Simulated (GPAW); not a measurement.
**Co3Ir in GPAW: the effect of starting spin order**

Co3Ir:

```
Ir Co
1.0
     3.58256    0.00000    0.00000
     0.00000    3.58256    0.00000
     0.00000    0.00000    3.58256
Ir Co
1 3
Direct
  0.00000 0.00000 0.00000
  0.50000 0.50000 0.00000
  0.50000 0.00000 0.50000
  0.00000 0.50000 0.50000
```

The cell comes from a database or a generator and needn't be the stable form of this composition.

Alike in all runs:

| Quantity | Value |
| --- | --- |
| Program | GPAW 26.7.0 |
| Task | single point |
| Functional | PBEsol |
| Potentials or basis | PAW data sets generated in the run's folder for this functional |
| Cutoff | 600 eV |
| Basis | pw |
| k mesh | 8 × 8 × 8 |
| Occupations | fermi-dirac, width 0.05 eV |

```tsv
starting spin order	spin	starting moments	energy over the lowest run (meV/atom)	final net moment (μB)	final largest site moment (μB)
nm	no spin polarisation	-	?	?	?
fm	collinear spin, ferromagnetic start	[0.6, 2.0, 2.0, 2.0] μB	0.0	4.75	1.46
afm	collinear spin, antiferromagnetic start	[0.6, -2.0, 2.0, -2.0] μB	0.0	-4.75	1.46
fm  larger moments	collinear spin, ferromagnetic start	[2.1, 3.5, 3.5, 3.5] μB	0.0	4.75	1.46
afm larger moments	collinear spin, antiferromagnetic start	[2.1, -3.5, 3.5, -3.5] μB	0.0	-4.75	1.46
```

Q: What does the run with starting spin order nm give?

A: Energy over the lowest run 44.3 meV/atom; final net moment 0.00 μB; final largest site moment 0.00 μB.
